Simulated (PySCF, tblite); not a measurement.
**C₂H₇N₂Si₂ radical: geometry, infrared bands and EPR parameters**

Wanted: the infrared bands and EPR parameters of C₂H₇N₂Si₂ radical (`C#C[SiH]N[SiH2]N`), by calculation.

The runs use tblite 0.8.0 and PySCF 2.14.0, with density-fitted response routines of our own; the level of theory stands in each step. All values are computed, except where a source is named. Atoms count from 0, in the outputs and in this text.

## 1. The starting structure

13 atoms, charge 0, multiplicity 2; geometry from: force field or distance geometry start.

Bonds of the start (Å): C0–C1 1.21, C1–Si2 1.85, Si2–N3 1.70, N3–Si4 1.67, Si4–N5 1.68, C0–H6 1.06, Si2–H7 1.47, N3–H8 1.03, Si4–H9 1.47, Si4–H10 1.48, N5–H11 1.02, N5–H12 1.01.

## 2. Geometry optimisation with GFN2-xTB

What the job is given:

```
{"job": {"kind": "relax", "xc": "GFN2-xTB", "basis": "xTB"}, "charge": 0, "multiplicity": 2}
C      3.866600     0.092000    -0.435700
C      2.701900    -0.072700    -0.739900
Si     0.922500    -0.346700    -1.171600
N     -0.050800     0.109400     0.139800
Si    -1.660900     0.047300    -0.303700
N     -2.317200     0.432500     1.188600
H      4.878300     0.251900    -0.169400
H      0.687900    -1.779000    -1.421900
H      0.091200    -0.563900     0.906000
H     -2.106400    -1.300100    -0.698800
H     -1.986900     1.136300    -1.249700
H     -1.769700     1.205300     1.559600
H     -3.260900     0.788300     1.078700
```

Launch:

```sh
OMP_NUM_THREADS=1 python probes_run.py task.json out
```

One launch serves the whole session: the jobs run in the order shown.

What it wrote:

```text
step      E/eV     max force
  0    -463.89188    2.565
  1    -464.04133    1.933
  2    -464.05892    2.830
  3    -464.13679    0.800
  4    -464.20324    1.065
  5    -464.29409    1.870
  6    -464.38198    1.428
  7    -464.45210    0.562
  8    -464.49146    0.347
  9    -464.51025    0.403
 10    -464.52246    0.340
 11    -464.53501    0.359
 12    -464.55163    0.347
 13    -464.56793    0.395
 14    -464.57896    0.258
 15    -464.58485    0.223
 16    -464.58897    0.179
 17    -464.59250    0.195
 18    -464.59535    0.153
 19    -464.59663    0.088
 20    -464.59731    0.067
 21    -464.59797    0.085
 22    -464.59892    0.087
 23    -464.60006    0.098
 24    -464.60102    0.065
 25    -464.60156    0.050
 26    -464.60188    0.050
 27    -464.60229    0.062
 28    -464.60285    0.078
 29    -464.60340    0.078
 30    -464.60379    0.048
 31    -464.60407    0.045
 32    -464.60440    0.053
 33    -464.60485    0.074
 34    -464.60538    0.067
 35    -464.60594    0.064
 36    -464.60654    0.083
 37    -464.60721    0.076
 38    -464.60786    0.106
 39    -464.60831    0.045
 40    -464.60857    0.039
 41    -464.60881    0.061
 42    -464.60928    0.084
 43    -464.60996    0.078
 44    -464.61063    0.062
 45    -464.61108    0.051
 46    -464.61136    0.043
 47    -464.61155    0.049
 48    -464.61178    0.046
 49    -464.61203    0.047
 50    -464.61236    0.043
 51    -464.61272    0.054
 52    -464.61305    0.047
 53    -464.61321    0.027
 54    -464.61329    0.027
 55    -464.61339    0.034
 56    -464.61363    0.048
 57    -464.61398    0.052
 58    -464.61431    0.036
 59    -464.61449    0.033
 60    -464.61460    0.034
 61    -464.61477    0.035
 62    -464.61512    0.049
 63    -464.61572    0.061
 64    -464.61633    0.068
 65    -464.61671    0.055
 66    -464.61701    0.048
 67    -464.61737    0.062
 68    -464.61792    0.078
 69    -464.61871    0.108
 70    -464.61960    0.091
 71    -464.62034    0.048
 72    -464.62060    0.072
 73    -464.62080    0.041
 74    -464.62110    0.037
 75    -464.62150    0.042
 76    -464.62190    0.057
 77    -464.62207    0.046
 78    -464.62243    0.115
 79    -464.62270    0.084
 80    -464.62331    0.059
 81    -464.62370    0.057
 82    -464.62426    0.033
 83    -464.62438    0.037
 84    -464.62456    0.053
 85    -464.62478    0.069
 86    -464.62506    0.074
 87    -464.62525    0.054
 88    -464.62534    0.021
 89    -464.62539    0.022
 90    -464.62544    0.029
 91    -464.62553    0.050
 92    -464.62568    0.063
 93    -464.62588    0.056
 94    -464.62604    0.030
 95    -464.62615    0.025
 96    -464.62626    0.036
 97    -464.62647    0.051
 98    -464.62686    0.087
 99    -464.62744    0.108
100    -464.62797    0.104
101    -464.62833    0.038
102    -464.62844    0.052
103    -464.62860    0.028
104    -464.62865    0.036
105    -464.62872    0.019
106    -464.62882    0.032
107    -464.62891    0.049
108    -464.62916    0.063
109    -464.62951    0.100
110    -464.62985    0.061
111    -464.63011    0.075
112    -464.63038    0.064
113    -464.63071    0.073
114    -464.63121    0.150
115    -464.63179    0.074
116    -464.63239    0.072
117    -464.63249    0.079
118    -464.63266    0.050
119    -464.63275    0.028
120    -464.63279    0.018
121    -464.63285    0.029
122    -464.63289    0.029
123    -464.63293    0.014
124    -464.63296    0.015
125    -464.63299    0.009
```

It took 1.2 s on 1 thread of Arm Neoverse N1, shared host; peak memory 0.18 GiB.

The steps of the relaxation: (not every step is listed)

| step | energy from step 0 (eV) | largest force (eV/Å) |
| --- | --- | --- |
| 0 | 0.0000 | 2.5650 |
| 1 | -0.1495 | 1.9334 |
| 2 | -0.1670 | 2.8302 |
| 3 | -0.2449 | 0.8002 |
| 4 | -0.3114 | 1.0649 |
| 5 | -0.4022 | 1.8697 |
| 6 | -0.4901 | 1.4283 |
| 7 | -0.5602 | 0.5617 |
| 8 | -0.5996 | 0.3472 |
| 19 | -0.7047 | 0.0879 |
| 30 | -0.7119 | 0.0477 |
| 41 | -0.7169 | 0.0612 |
| 52 | -0.7212 | 0.0471 |
| 63 | -0.7238 | 0.0612 |
| 74 | -0.7292 | 0.0375 |
| 85 | -0.7329 | 0.0694 |
| 96 | -0.7344 | 0.0359 |
| 107 | -0.7370 | 0.0486 |
| 118 | -0.7408 | 0.0495 |
| 120 | -0.7409 | 0.0176 |
| 121 | -0.7410 | 0.0287 |
| 122 | -0.7410 | 0.0291 |
| 123 | -0.7410 | 0.0142 |
| 124 | -0.7411 | 0.0154 |
| 125 | -0.7411 | 0.0093 |

Close pairs (by a distance rule), those that changed most:

| bond | before (Å) | after (Å) | change (Å) |
| --- | --- | --- | --- |
| N3–Si4 | 1.671 | 1.726 | +0.055 |
| Si4–N5 | 1.675 | 1.724 | +0.049 |
| Si2–N3 | 1.696 | 1.731 | +0.035 |
| N3–H8 | 1.030 | 1.008 | -0.022 |
| C1–Si2 | 1.851 | 1.831 | -0.021 |
| Si2–H7 | 1.473 | 1.457 | -0.016 |
| N5–H11 | 1.017 | 1.008 | -0.009 |
| Si4–H10 | 1.479 | 1.470 | -0.009 |

The next job starts from the end point, and lists it.

## 3. Vibrational analysis with GFN2-xTB

What the job is given:

```
{"job": {"kind": "ir", "xc": "GFN2-xTB", "basis": "xTB"}, "charge": 0, "multiplicity": 2}
C      3.940157    -0.206360    -0.220742
C      2.803901    -0.259624    -0.627365
Si     1.137000    -0.052561    -1.355539
N     -0.039794     0.074138    -0.092568
Si    -1.749612    -0.145848    -0.177882
N     -2.362018     0.663024     1.216084
H      4.922538    -0.216832     0.155985
H      0.758499    -1.074896    -2.322072
H      0.333392     0.197037     0.835374
H     -2.171485    -1.541017    -0.021970
H     -2.150461     0.378820    -1.490950
H     -2.082968     1.619113     1.369130
H     -3.343537     0.565491     1.414503
```

What it wrote:

```text
mode    cm-1     km/mol
  1      27.6      0.57
  2      56.2      0.07
  3      74.2      0.15
  4     160.3      1.04
  5     204.6      5.38
  6     211.4      5.19
  7     237.7     11.20
  8     269.0     12.60
  9     318.7     82.92
 10     454.6     31.85
 11     521.2     80.30
 12     564.0    153.83
 13     587.9    121.03
 14     595.0     31.70
 15     608.3     54.85
 16     676.6     38.04
 17     692.0     92.29
 18     735.6    106.47
 19     744.0    165.86
 20     807.5    111.36
 21     852.7    242.85
 22     896.7    134.82
 23     988.6    325.79
 24    1182.6    397.82
 25    1535.0     52.00
 26    2133.4     27.87
 27    2178.3    454.98
 28    2228.7    230.76
 29    2286.7    395.71
 30    3348.2      3.04
 31    3466.2      0.86
 32    3477.9      2.70
 33    3518.6      3.29
```

It took 0.6 s on 1 thread of Arm Neoverse N1, shared host; peak memory 0.18 GiB.

The strongest bands and the atoms that carry them (share of the mass-weighted mode):

| cm⁻¹ | km/mol | atoms |
| --- | --- | --- |
| 564 | 153.8 | H9 24 %, H12 23 %, H11 18 %, H10 15 % |
| 744 | 165.9 | N3 28 %, Si2 25 %, H10 17 % |
| 853 | 242.8 | H11 29 %, H12 20 %, H10 13 %, Si4 12 % |
| 989 | 325.8 | N3 44 %, H8 33 %, Si4 11 %, Si2 11 % |
| 1183 | 397.8 | H8 62 %, N3 33 % |
| 2178 | 455.0 | H10 82 %, H9 14 % |
| 2229 | 230.8 | H9 83 %, H10 14 % |
| 2287 | 395.7 | H7 96 % |

## 4. g tensor and hyperfine couplings: B3LYP/pcH-1

The job, as its differences from that of step 3:

```diff
@@ -1,2 +1,2 @@
-{"job": {"kind": "ir", "xc": "GFN2-xTB", "basis": "xTB"}, "charge": 0, "multiplicity": 2}
+{"job": {"kind": "epr", "basis": "pcH-1"}, "charge": 0, "multiplicity": 2}
 C      3.940157    -0.206360    -0.220742
```

With the program's defaults for keys left out, this is: UKS B3LYP, pcH-1 on C H N Si, non-relativistic, mean-field spin-orbit, GIAO.

What it wrote:

```text
UKS, coarse grid
  cycle   1  E = -768.80619889  |g| = 5.32e-01
  cycle   2  E = -768.65839719  |g| = 7.72e-01
  cycle   3  E = -768.92182657  |g| = 9.63e-02
  cycle   4  E = -768.92536308  |g| = 4.56e-02
  cycle   5  E = -768.92627626  |g| = 1.93e-02
  cycle   6  E = -768.92643610  |g| = 8.33e-03
  cycle   7  E = -768.92647036  |g| = 2.37e-03
  cycle   8  E = -768.92647270  |g| = 1.02e-03
  cycle   9  E = -768.92647419  |g| = 2.78e-04
UKS, final grid
  cycle   1  E = -768.92646198  |g| = 2.81e-04
  cycle   2  E = -768.92646196  |g| = 4.66e-04
  cycle   3  E = -768.92646206  |g| = 1.19e-04
  cycle   4  E = -768.92646207  |g| = 7.65e-05
  cycle   5  E = -768.92646209  |g| = 4.34e-05
  cycle   6  E = -768.92646209  |g| = 1.29e-05
E = -768.92646209 Eh   <S^2> = 0.7537 (exact 0.7500)
g shifts (ppm)      1          2          3
  rmc          -153       -153       -153
  gc             28         71         54
  oz_so        -112         41        875
  total        -237        -41        777
hyperfine (MHz)  atom isotope    a_iso     a_fc   dipolar eigenvalues
    0   13C      14.93      15.00    -12.22    -11.05     23.27
    1   13C      34.06      34.05     -9.23     -0.92     10.16
    2  29Si    -567.65    -568.62   -140.21     68.95     71.26
    3   14N      18.12      18.10     -6.64     -6.26     12.90
    4  29Si       3.25       3.25     -1.22      0.29      0.93
    5   14N      -0.26      -0.26     -0.22     -0.04      0.25
    6    1H     -11.54     -11.54     -6.34     -0.74      7.08
    7    1H     107.11     107.10     -7.83      0.10      7.74
    8    1H      -3.77      -3.80     -8.07     -2.44     10.52
    9    1H       4.35       4.35     -1.11     -1.04      2.15
   10    1H      -0.31      -0.32     -1.96     -1.39      3.34
   11    1H      -0.11      -0.11     -0.97     -0.69      1.66
   12    1H      -0.65      -0.65     -0.67     -0.56      1.23
```

It took 86 s on 1 thread of Arm Neoverse N1, shared host; peak memory 0.8 GiB.

Principal g values 2.00208, 2.00228, 2.00310; g(iso) = 2.00249, against 2.00232 for a free electron.

Mean a(iso) over the nuclei that a row names, and the largest dipolar term of the row (other rows stand at the frozen geometry):

| nuclei | isotope | a(iso) (MHz) | a(iso) (G, at g = 2.0023) | largest dipolar term (MHz) |
| --- | --- | --- | --- | --- |
| Si2 | 29Si | -567.6 | -202.6 | -140.2 |
| H7 | 1H | 107.1 | 38.2 | -7.8 |
| C1 | 13C | 34.1 | 12.2 | 10.2 |
| N3 | 14N | 18.1 | 6.5 | 12.9 |
| C0 | 13C | 14.9 | 5.3 | 23.3 |
| H6 | 1H | -11.5 | -4.1 | 7.1 |
| H8 | 1H | -3.8 | -1.3 | 10.5 |
| Si4 | 29Si | 3.3 | 1.2 | -1.2 |
| H9, H10 | 1H | 2.0 | 0.7 | 3.3 |
| H11, H12 | 1H | -0.4 | -0.1 | 1.7 |
| N5 | 14N | -0.3 | -0.1 | 0.3 |

Mulliken spin populations:

C0 0.16; C1 -0.07; Si2 0.77; N3 0.10; Si4 0.00; N5 0.00; H6 -0.01; H7 0.05; H8 0.00; H9 0.00; H10 0.00; H11 0.00; H12 0.00

In first order the couplings over 0.8 MHz of 1H, 14N give 72 distinct lines over 58.1 G, if the averaged nuclei exchange fast; the same motion can average rows kept apart here too.

The fields below are evaluated on a grid from the run's orbitals.

ELF in a plane through or near 9 of the atoms.

Ten even steps from ' ' (0.00) to '@' (1.00):
```
                                                        
                                                        
                                                        
                                                        
                                    ..                  
      ..****::::--::      --..    ==++::                
      **@@@@**++++==..  ::%%**    **%%++==++..          
    ..%%@@@@##++##**::  ++@@%%..  **::**@@@@##          
      **@@@@++::%%**==  --@@%%--..##==**@@@@##          
        ==**++##::--%%::++==::%%....%%******::          
        ..++##%%::**%%..**##++##==%%::--..              
        ..--++****%%::....**++--..==....                
          ::--==----::..--::....::====..                
                  ..@@@@@@++    ==**==..                
                  --@@@@@@%%    ::--::                  
                  ==@@@@@@%%                            
                  ::%%@@@@**                            
                    ..--::                              
                                                        
                                                        
```
The map spans 14.8 Å across and 9.7 Å up, centred on the molecule. Atoms in the plane (x, y in Å): C0 (-3.9, 0.6), C1 (-2.9, 0.0), N3 (0.0, 0.0), Si4 (1.7, -0.5), N5 (2.6, 1.0), H6 (-4.8, 1.1), H7 (-1.2, -2.3), H8 (-0.1, 1.0), H12 (3.6, 0.9).

log10 of the density (e/Å³) in the same plane.

Values, 10 rows by 14 columns:
```
-4.0 -4.0 -4.0 -4.0 -4.0 -4.0 -4.0 -4.0 -4.0 -4.0 -4.0 -4.0 -4.0 -4.0
-4.0 -4.0 -4.0 -4.0 -4.0 -4.0 -4.0 -4.0 -4.0 -3.9 -4.0 -4.0 -4.0 -4.0
-4.0 -3.9 -2.9 -2.5 -2.6 -3.4 -3.6 -3.3 -2.6 -1.8 -2.4 -3.7 -4.0 -4.0
-4.0 -2.8 -1.1 -0.7 -1.2 -2.0 -1.7 -1.3 -1.4 -0.1 -0.9 -2.2 -4.0 -4.0
-4.0 -2.6 -0.7  1.2  0.1 -0.9 -0.7  0.1 -0.7  0.9  0.1 -1.7 -4.0 -4.0
-4.0 -3.1 -1.7 -0.4  0.5 -0.2 -0.2  0.5  0.6 -0.4 -1.4 -2.7 -4.0 -4.0
-4.0 -4.0 -2.7 -1.7 -1.1 -0.5 -0.4 -1.0 -0.6 -0.7 -2.2 -3.6 -4.0 -4.0
-4.0 -4.0 -4.0 -3.1 -2.3 -0.6 -0.1 -1.9 -1.6 -1.7 -2.8 -4.0 -4.0 -4.0
-4.0 -4.0 -4.0 -4.0 -3.1 -1.8 -1.6 -2.7 -2.9 -3.0 -3.8 -4.0 -4.0 -4.0
-4.0 -4.0 -4.0 -4.0 -4.0 -3.2 -3.1 -3.8 -4.0 -4.0 -4.0 -4.0 -4.0 -4.0
```
The map spans 14.8 Å across and 9.7 Å up, centred on the molecule. Atoms in the plane (x, y in Å): C0 (-3.9, 0.6), C1 (-2.9, 0.0), N3 (0.0, 0.0), Si4 (1.7, -0.5), N5 (2.6, 1.0), H6 (-4.8, 1.1), H7 (-1.2, -2.3), H8 (-0.1, 1.0), H12 (3.6, 0.9).

On the surface of density 0.002 e/bohr³ the electrostatic potential runs, from the 1st to the 99th percentile, from -1.04 V near N5 to 1.68 V near H12.

The spin density lies nearest to Si2 58 %; N3 10 %; H7 10 %; C0 10 %.

## 5. Summary of results

| quantity | value |
| --- | --- |
| strongest single infrared mode (GFN2-xTB) | 2178 cm⁻¹, 455 km/mol |
| zero-point energy (GFN2-xTB) | 52.4 kcal/mol |
| g(iso) (B3LYP) | 2.00249 |
| ⟨S²⟩ | 0.754 (exact 0.75) |
| largest a(iso) (averaged by class) | 29Si on Si2, -567.6 MHz |
| potential on the surface of density 0.002 e/bohr³, 1st and 99th percentile | -1.04 V and 1.68 V |

Over 125 steps the energy fell by 0.741 eV; of the close pairs, N3–Si4 changed most, 1.671 to 1.726 Å. The frame itself reshapes: Si2···Si4 goes from 2.75 to 3.12 Å. No mode is imaginary among the 33: a minimum at this level. The strongest single mode, at 2178 cm⁻¹, moves mainly H10. Unscaled tight-binding wavenumbers are off by several per cent, some by more. Its intensities can rank the bands wrongly. Si2 carries the largest spin population, 0.77 e. The isotropic g lies 0.2 ppt above the free-electron value.
